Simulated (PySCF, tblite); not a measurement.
**C4H11AlF3P: geometry, infrared bands and NMR shifts**

Wanted: the infrared bands and NMR shifts of C4H11AlF3P (`CC[P@+](C)([AlH3-])C(F)(F)F`), by calculation.

Programs: tblite 0.8.0 and PySCF 2.14.0, with density-fitted response routines of our own. Each step states its level of theory. These are calculated values for one molecule in the gas phase, unless marked as measured. Atoms count from 0, in the outputs and in this text.

## 1. The molecule as given

20 atoms, charge 0, multiplicity 1; geometry from: force field or distance geometry start.

Bonds of the start (Å): C0–C1 1.50, C1–P2 1.78, P2–C3 1.83, P2–Al4 2.29, P2–C5 1.80, C5–F6 1.37, C5–F7 1.38, C5–F8 1.38, C0–H9 1.11, C0–H10 1.11, C0–H11 1.10, C1–H12 1.13, C1–H13 1.11, C3–H14 1.11, C3–H15 1.10, C3–H16 1.11, Al4–H17 1.61, Al4–H18 1.59, Al4–H19 1.59.

## 2. Geometry optimisation with GFN2-xTB

Job settings and geometry (Å):

```
{"job": {"kind": "relax", "xc": "GFN2-xTB", "basis": "xTB"}, "charge": 0, "multiplicity": 1}
C      2.125200     0.969700     0.465900
C      1.468900    -0.173300    -0.258300
P     -0.295500    -0.291400    -0.033800
C     -0.857600    -1.616400    -1.158500
Al    -1.417600     1.589900    -0.688600
C     -0.825200    -0.759400     1.619600
F      0.054700    -0.376300     2.603400
F     -0.972600    -2.136100     1.623900
F     -2.038700    -0.149700     1.877200
H      2.948600     1.326000    -0.182700
H      1.444800     1.831900     0.598300
H      2.569300     0.631100     1.416100
H      1.913200    -1.129300     0.145900
H      1.732500    -0.147400    -1.339900
H     -0.622500    -1.254600    -2.180500
H     -1.922600    -1.860900    -1.000500
H     -0.179100    -2.470600    -0.958800
H     -2.980100     1.300400    -0.449000
H     -1.006500     2.886200     0.134800
H     -1.144000     1.840800    -2.237700
```

Launch:

```sh
$ OMP_NUM_THREADS=1 python probes_run.py task.json out
```

One launch serves the whole session: the jobs run in the order shown.

**Question.** This job is followed by: GFN2-xTB harmonic vibrations, gas phase; GIAO PBE0/pcSseg-1 NMR shielding, non-relativistic, gas phase. What will the session give for the following? strongest single infrared mode (GFN2-xTB); zero-point energy (GFN2-xTB); ¹³C shifts against TMS (PBE0/pcSseg-1); ¹H shifts against TMS (PBE0/pcSseg-1, means over atoms taken as alike); ³¹P shifts against H3PO4 (PBE0/pcSseg-1); ²⁷Al shifts against AlH4- (PBE0/pcSseg-1); ¹⁹F shifts against CFCl3 (PBE0/pcSseg-1, means over atoms taken as alike).

**Answer**, as computed:

```
                                                                 quantity                             value
                                strongest single infrared mode (GFN2-xTB)              740 cm⁻¹, 813 km/mol
                                             zero-point energy (GFN2-xTB)                     84.3 kcal/mol
                                   ¹³C shifts against TMS (PBE0/pcSseg-1)       139.9, 24.7, 12.9, 10.5 ppm
   ¹H shifts against TMS (PBE0/pcSseg-1, means over atoms taken as alike)  4.03, 2.24, 1.74, 1.68, 1.58 ppm
                                 ³¹P shifts against H3PO4 (PBE0/pcSseg-1)                         -16.6 ppm
                                ²⁷Al shifts against AlH4- (PBE0/pcSseg-1)                          56.9 ppm
¹⁹F shifts against CFCl3 (PBE0/pcSseg-1, means over atoms taken as alike)                         -74.0 ppm
```

Over 132 steps the energy fell by 1.439 eV; of the close pairs, P2–Al4 changed most, 2.286 to 2.493 Å. All 54 modes are real, so the xTB geometry is a minimum. The strongest single mode, at 740 cm⁻¹, has its largest shares on H19, H17 and H18 (the list is cut at 3 atoms). GFN2-xTB is a fitted tight-binding method: band positions and strengths are rough. Its intensities can rank the bands wrongly.
